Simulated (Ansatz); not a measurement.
# CH₅ISSi: basis-set convergence

An exercise on one series of results from a longer session: the logs are not shown, and one member is left open.

Computed with Ansatz 0.2.0, Gaussian basis. Level: one geometry, several basis sets.

The runs, in order: PBE0-D4/def2-SVP; ωB97M-V/def2-SVP; PBE0-D4/def2-QZVPP; ωB97M-V/def2-QZVPP; the functionals' def2-TZVPP values are taken from earlier runs.

## The geometry

An earlier PBE0-D4 in a triple-zeta def2 set relaxation fixed the geometry. I takes the def2 core potential; no spin-orbit term is included.

SMILES `SC[SiH2]I`, 9 atoms, charge 0, spin multiplicity 1.

Atoms are counted from 1 here; the program's logs count them from 0.

Bond lengths: S1–C2 1.809 Å, S1–H5 1.345 Å, C2–Si3 1.871 Å, C2–H6 1.095 Å, C2–H7 1.092 Å, Si3–I4 2.447 Å, Si3–H8 1.480 Å, Si3–H9 1.485 Å. Angles: C2–S1–H5 96.8°, S1–C2–Si3 112.8°, S1–C2–H6 105.6°, S1–C2–H7 111.4°, Si3–C2–H6 107.3°, Si3–C2–H7 111.8°, H6–C2–H7 107.5°, C2–Si3–I4 109.3°, C2–Si3–H8 110.7°, C2–Si3–H9 111.2°, I4–Si3–H8 107.9°, I4–Si3–H9 106.8°, H8–Si3–H9 110.9°.

As a file:

```
S     0.39563    1.97873   -0.42907
C     0.93063    0.28413   -0.09000
Si   -0.45404   -0.80098    0.54732
I    -2.18714   -0.99247   -1.16888
H    -0.65422    1.66057   -1.20721
H     1.67512    0.36436    0.70880
H     1.42656   -0.15765   -0.95676
H    -1.07242   -0.20547    1.75316
H     0.02838   -2.17741    0.82564
```

Set-up of the first run:

in.yaml reads:

```yaml
crystal:
  periodic: [false, false, false]
  atoms:
    - {symbol: S, position_ang: [0.395625, 1.978728, -0.429074]}
    - {symbol: C, position_ang: [0.930627, 0.284134, -0.089995]}
    - {symbol: Si, position_ang: [-0.454041, -0.800983, 0.547322]}
    - {symbol: I, position_ang: [-2.187135, -0.992472, -1.168882]}
    - {symbol: H, position_ang: [-0.654225, 1.660566, -1.207210]}
    - {symbol: H, position_ang: [1.675123, 0.364356, 0.708799]}
    - {symbol: H, position_ang: [1.426562, -0.157651, -0.956761]}
    - {symbol: H, position_ang: [-1.072416, -0.205471, 1.753159]}
    - {symbol: H, position_ang: [0.028380, -2.177408, 0.825644]}
basis:
  gaussian: {orbitals: def2-SVP}
hamiltonian: {xc: pbe0, dispersion: d4}
output: {orbitals: {seedname: orbitals}}
```

Command:

```console
> ansatz run in.yaml --threads 4 --pin off --events-out ev --progress --plain --max-ram 10444MiB
```

Steps of the session up to this table: PBE0-D4 in def2-SVP; ωB97M-V in def2-SVP; PBE0-D4 in def2-QZVPP; ωB97M-V in def2-QZVPP.

One of the session's tables, all rows but one given; the rest of the session is left out.

It belongs to the step «Functionals by basis». 

| functional | basis | HOMO (eV) |
| --- | --- | --- |
| PBE0-D4 | def2-SVP | -6.85 |
| PBE0-D4 | def2-TZVPP | -6.97 |
| PBE0-D4 | def2-QZVPP | ? |
| ωB97M-V | def2-SVP | -9.05 |
| ωB97M-V | def2-TZVPP | -9.19 |
| ωB97M-V | def2-QZVPP | -9.23 |

Estimate the missing values for PBE0-D4, def2-QZVPP.

**Answer.** HOMO (eV): -7.00. In the column «HOMO (eV)» it lies between ωB97M-V, def2-SVP (-9.05) and PBE0-D4, def2-TZVPP (-6.97).
